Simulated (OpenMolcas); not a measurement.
# Zr²⁺ among point charges: CASSCF and CASPT2 levels and susceptibility

Aim: the splitting of the states of Zr²⁺ in the field of 6 point charges, its lowest levels with spin-orbit coupling and its magnetic susceptibility.

Program: OpenMolcas 26.06. Level of theory: state-averaged CASSCF and CASPT2, spin-orbit coupling by RASSI with atomic mean-field integrals. These are calculated values, not measurements, unless marked.

## (1) What is computed

| Item | Value |
| --- | --- |
| Species | Zr²⁺ (zirconium, Z = 40, 38 electrons) |
| Basis | ANO-RCC-VDZP [6s5p3d1f], 43 functions |
| Scalar Hamiltonian | DKH2, point nucleus |
| Inactive shells | 1s 2s 2p 3s 3p 3d 4s 4p |
| Active space | 2 electrons in 5 orbitals (4d) |
| Some configurations of this space | 4d² |
| Orbitals | optimised for each spin and parity, averaged over all roots |

Outer shells as boxes (Hund's rule):

4d2
```
4d [↑ ][↑ ][  ][  ][  ]
```

The ion sits among 6 point charges of -0.85 e arranged as an octahedron (Oh), 1.81 Å from the ion.

The work runs as a chain of OpenMolcas steps in one folder; each step below is one input file. Labels, J, g values, rates, χT and fits are worked out afterwards by a script from the matrices that RASSI stores. The input lists half of the charges; inversion (Group=XYZ) makes the rest.

## (2) GATEWAY and SEWARD: basis and integrals

a.inp

```
&GATEWAY
Coord
1

Zr 0.0 0.0 0.0
Basis=ANO-RCC-VDZP
Group=XYZ
NoMove
AngMom=0.0 0.0 0.0
AMFI
XField
3 Angstrom 0
1.810000 0.000000 0.000000 -0.850000
0.000000 1.810000 0.000000 -0.850000
0.000000 0.000000 1.810000 -0.850000
&SEWARD
```

Started as:

```console
> OMP_NUM_THREADS=1 MOLCAS_MEM=1689 MOLCAS_PROJECT=a pymolcas a.inp > a.log
```

## (3) Reference wave functions, triplets of even parity, 10 roots

a.inp

```
&RASSCF
FileOrb=start.orb
Symmetry=1
Spin=3
nActEl=2 0 0
Inactive=9 9
Ras2=5 0
CIRoot=10 10 1
SDav=10
CIMx=300
Iter=120 100
PrWF=0.3
OrbListing=Nothing
MaxOrb=0
>>> COPY $Project.JobIph JOB001
```

start.orb holds the contracted functions of the basis, ordered by shell, or the orbitals of the step before.

## (4) CASSCF: singlets of even parity, 15 roots

a.inp

```
&RASSCF
FileOrb=start.orb
Symmetry=1
Spin=1
nActEl=2 0 0
Inactive=9 9
Ras2=5 0
CIRoot=15 15 1
SDav=15
CIMx=300
Iter=120 100
PrWF=0.3
OrbListing=Nothing
MaxOrb=0
>>> COPY $Project.JobIph JOB002
```

## (5) RASSI: spin-orbit coupling between the states

a.inp

```
&RASSI
NrOfJobIphs=2 10 15
1 2 3 4 5 6 7 8 9 10
1 2 3 4 5 6 7 8 9 10 11 12 13 14 15
IphNames
JOB001
JOB002
EJob
SpinOrbit
DIPRint=1.0
SOCoupling=1000.0
Subsets=2
Property=9
'ANGMOM' 1 'ANGMOM' 2 'ANGMOM' 3 'MLTPL  1' 1 'MLTPL  1' 2 'MLTPL  1' 3
'AMFI' 1 'AMFI' 2 'AMFI' 3
SOProperty=3
'ANGMOM' 1 'ANGMOM' 2 'ANGMOM' 3
```

## (6) CASPT2: IPEA 0.25, imaginary shift 0.1 (closed shells correlated: 4s 4p)

a.inp

```
>>> COPY JOB001 $Project.JobIph
&CASPT2
Multistate=10 1 2 3 4 5 6 7 8 9 10
NoMult
Frozen=8 6
IPEA=0.25
Imaginary=0.1
MaxIter=60
WThr=0.0 0.3 0.05
PrWF=0.5
NoMix
>>> COPY JOB002 $Project.JobIph
&CASPT2
Multistate=15 1 2 3 4 5 6 7 8 9 10 11 12 13 14 15
NoMult
Frozen=8 6
IPEA=0.25
Imaginary=0.1
MaxIter=60
WThr=0.0 0.3 0.05
PrWF=0.5
NoMix
```

(Steps that only read results are left out.)

Before running it: what results should come out? Wanted: spin-free ground state; first state of the same spin within the active space; lowest level; next level.

As calculated:

```
                                            quantity                                                                        value
                                              method  SS-CASPT2, IPEA 0.25, imaginary shift 0.1 (closed shells correlated: 4s 4p)
                              spin-free ground state                                              3T1, 3-fold in its orbital part
first state of the same spin within the active space                                                            3T2 at 18700 cm⁻¹
                                        lowest level                                               2-fold E, g = 0.00, 0.00, 0.00
                                          next level                                                                     8.8 cm⁻¹
                                         χT at 300 K                                                               0.74 cm³ K/mol
                           effective moment at 300 K                                                                      2.43 μB
```

Cost by method:

```tsv
method	time of its own steps	time with the reference
A. CASSCF	4.6 s	4.6 s
B. SS-CASPT2, IPEA 0.25, imaginary shift 0.1, +4s 4p	1.6 s	6.1 s
```

Times are of one thread on a shared host.

The spin-free ground state (3T1) comes to 89 % from free-ion F terms and keeps the highest spin of the shell. χT at 300 K is 0.74, against 1.00 cm³ K/mol for the spin alone, so spin-orbit coupling lowers it. A ligand-field fit to the states below 45000 cm-1 gives 10Dq = 20257 cm-1, B = 435 cm-1 and C = 1684 cm-1 (C/B = 3.87), with a deviation of 400 cm-1. CASPT2 does not keep the components of a term degenerate, and the means are used. The field of point charges can differ much from that of real complexes. This is an electrostatic model: the charges have no orbitals.
